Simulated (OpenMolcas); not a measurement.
# Au³⁺ among point charges: CASSCF and CASPT2 levels and susceptibility

How does a field of 6 point charges split the states of Au³⁺, and what χT follows?

Method: state-averaged CASSCF and CASPT2, spin-orbit coupling by RASSI with atomic mean-field integrals. Code: OpenMolcas 26.06.

### 1 The atom as given

- Species: Au³⁺ (gold, Z = 79, 76 electrons)
- Basis: ANO-RCC-VTZP [8s7p5d3f1g], 84 functions
- Scalar Hamiltonian: DKH2, point nucleus
- Inactive shells: 1s 2s 2p 3s 3p 3d 4s 4p 4d 4f 5s 5p
- Active space: 8 electrons in 5 orbitals (5d)
- Some configurations of this space: 5d⁸
- Orbitals: optimised for each spin and parity, averaged over all roots

The outer shells:

5d8
```
5d [↑↓][↑↓][↑↓][↑ ][↑ ]
```

The ion sits among 6 point charges of -0.85 e arranged as a trigonal antiprism (D3d), 1.84 Å from the ion, with a polar angle of 61.9° against the regular 54.74°.

The work runs as a chain of OpenMolcas steps in one folder; each step below is one input file. Labels, J, g values, rates, χT and fits are worked out afterwards by a script from the matrices that RASSI stores. The input lists half of the charges; inversion (Group=XYZ) makes the rest.

### 2 One- and two-electron integrals

Contents of a.inp:

```
&GATEWAY
Coord
1

Au 0.0 0.0 0.0
Basis=ANO-RCC-VTZP
Group=XYZ
NoMove
AngMom=0.0 0.0 0.0
AMFI
XField
3 Angstrom 0
0.000000 1.622375 0.868043 -0.850000
1.405018 -0.811188 0.868043 -0.850000
1.405018 0.811188 -0.868043 -0.850000
&SEWARD
```

Run with:

```sh
$ OMP_NUM_THREADS=1 MOLCAS_MEM=1689 MOLCAS_PROJECT=a pymolcas a.inp > a.log
```

### 3 Reference wave functions, triplets of even parity, 10 roots

Contents of a.inp:

```
&RASSCF
FileOrb=start.orb
Symmetry=1
Spin=3
nActEl=8 0 0
Inactive=15 19
Ras2=5 0
CIRoot=10 10 1
SDav=10
CIMx=300
Iter=120 100
PrWF=0.3
OrbListing=Nothing
MaxOrb=0
>>> COPY $Project.JobIph JOB001
```

start.orb holds the contracted functions of the basis, ordered by shell, or the orbitals of the step before.

### 4 Reference wave functions, singlets of even parity, 15 roots

Contents of a.inp:

```
&RASSCF
FileOrb=start.orb
Symmetry=1
Spin=1
nActEl=8 0 0
Inactive=15 19
Ras2=5 0
CIRoot=15 15 1
SDav=15
CIMx=300
Iter=120 100
PrWF=0.3
OrbListing=Nothing
MaxOrb=0
>>> COPY $Project.JobIph JOB002
```

### 5 RASSI: spin-orbit coupling between the states

Contents of a.inp:

```
&RASSI
NrOfJobIphs=2 10 15
1 2 3 4 5 6 7 8 9 10
1 2 3 4 5 6 7 8 9 10 11 12 13 14 15
IphNames
JOB001
JOB002
EJob
SpinOrbit
DIPRint=1.0
SOCoupling=1000.0
Subsets=2
Property=9
'ANGMOM' 1 'ANGMOM' 2 'ANGMOM' 3 'MLTPL  1' 1 'MLTPL  1' 2 'MLTPL  1' 3
'AMFI' 1 'AMFI' 2 'AMFI' 3
SOProperty=3
'ANGMOM' 1 'ANGMOM' 2 'ANGMOM' 3
```

### 6 CASPT2: IPEA 0.25, imaginary shift 0.1 (closed shells correlated: 5s 5p)

Contents of a.inp:

```
>>> COPY JOB001 $Project.JobIph
&CASPT2
Multistate=10 1 2 3 4 5 6 7 8 9 10
NoMult
Frozen=14 16
IPEA=0.25
Imaginary=0.1
MaxIter=60
WThr=0.0 0.3 0.05
PrWF=0.5
NoMix
>>> COPY JOB002 $Project.JobIph
&CASPT2
Multistate=15 1 2 3 4 5 6 7 8 9 10 11 12 13 14 15
NoMult
Frozen=14 16
IPEA=0.25
Imaginary=0.1
MaxIter=60
WThr=0.0 0.3 0.05
PrWF=0.5
NoMix
```

(Steps that only read results are left out.)

**Question.** What will these runs give? Wanted: spin-free ground state; first state of the same spin within the active space; lowest level; next level.

The runs gave:

```
                                            quantity                                                                        value
                                              method  SS-CASPT2, IPEA 0.25, imaginary shift 0.1 (closed shells correlated: 5s 5p)
                              spin-free ground state                                              3A2, 1-fold in its orbital part
first state of the same spin within the active space                                                             3A1 at 4540 cm⁻¹
                                        lowest level                                               2-fold E, g = 0.00, 0.00, 7.72
                                          next level                                                                   567.1 cm⁻¹
                                         χT at 300 K                                                               2.51 cm³ K/mol
                           effective moment at 300 K                                                                      4.48 μB
```

Cost by method:

```tsv
method	time of its own steps	time with the reference
A. CASSCF	6.3 s	6.3 s
B. SS-CASPT2, IPEA 0.25, imaginary shift 0.1, +5s 5p	4.2 s	11 s
```

Times are of one thread on a shared host.

In words: The spin-free ground state (3A2) comes to 98 % from free-ion F terms and keeps the highest spin of the shell. χT at 300 K is 2.51, against 1.00 cm³ K/mol for the spin alone, so orbital moment adds to it. CASPT2 does not keep the components of a term degenerate, and the means are used. The field of point charges can differ much from that of real complexes. This is an electrostatic model: the charges have no orbitals.
